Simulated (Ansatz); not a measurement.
# AlBrHO radical: small, medium and large basis sets

The task here is to estimate one member of a computed series from the others.

Computed with Ansatz 0.2.0, Gaussian basis. Level: one geometry, several basis sets.

The runs, in order: PBE0-D4/def2-SVP; ωB97M-V/def2-SVP; PBE0-D4/def2-QZVPP; ωB97M-V/def2-QZVPP; the functionals' def2-TZVPP values are taken from earlier runs.

## The relaxed structure

All runs share one geometry, relaxed beforehand with PBE0-D4 in a triple-zeta def2 set.

SMILES `[OH][Al][Br]`, 4 atoms, charge 0, spin multiplicity 2.

Atoms are counted from 1 here; the program's logs count them from 0.

Bond lengths: O1–Al2 1.695 Å, O1–H4 0.957 Å, Al2–Br3 2.270 Å. Angles: Al2–O1–H4 123.5°, O1–Al2–Br3 116.9°.

The first run:

in.yaml reads:

```yaml
crystal:
  periodic: [false, false, false]
  atoms:
    - {symbol: O, position_ang: [-0.417947, 0.558161, -0.729145]}
    - {symbol: Al, position_ang: [-0.100719, -0.215049, 0.745021]}
    - {symbol: Br, position_ang: [1.740930, -1.539731, 0.836008]}
    - {symbol: H, position_ang: [-1.166664, 1.136418, -0.872185]}
basis:
  gaussian: {orbitals: def2-SVP}
magnetization: {spin_polarized: true, initial_magnetization: 1}
hamiltonian: {xc: pbe0, dispersion: d4}
output: {orbitals: {seedname: orbitals}}
```

Steps of the session up to this table: PBE0-D4 in def2-SVP; ωB97M-V in def2-SVP; PBE0-D4 in def2-QZVPP; ωB97M-V in def2-QZVPP.

One table of the session follows, with a row left open; its other results are not shown here.

It belongs to the step «Functionals by basis». 

| functional | basis | HOMO (eV) | LUMO (eV) |
| --- | --- | --- | --- |
| PBE0-D4 | def2-SVP | ? | ? |
| PBE0-D4 | def2-TZVPP | -6.27 | -2.94 |
| PBE0-D4 | def2-QZVPP | -6.30 | -2.98 |
| ωB97M-V | def2-SVP | -7.84 | -1.49 |
| ωB97M-V | def2-TZVPP | -7.94 | -1.51 |
| ωB97M-V | def2-QZVPP | -8.00 | -1.59 |

**Question.** Estimate the row for PBE0-D4, def2-SVP.

As computed: HOMO (eV): -6.18; LUMO (eV): -2.91. In the column «HOMO (eV)» it is the highest.
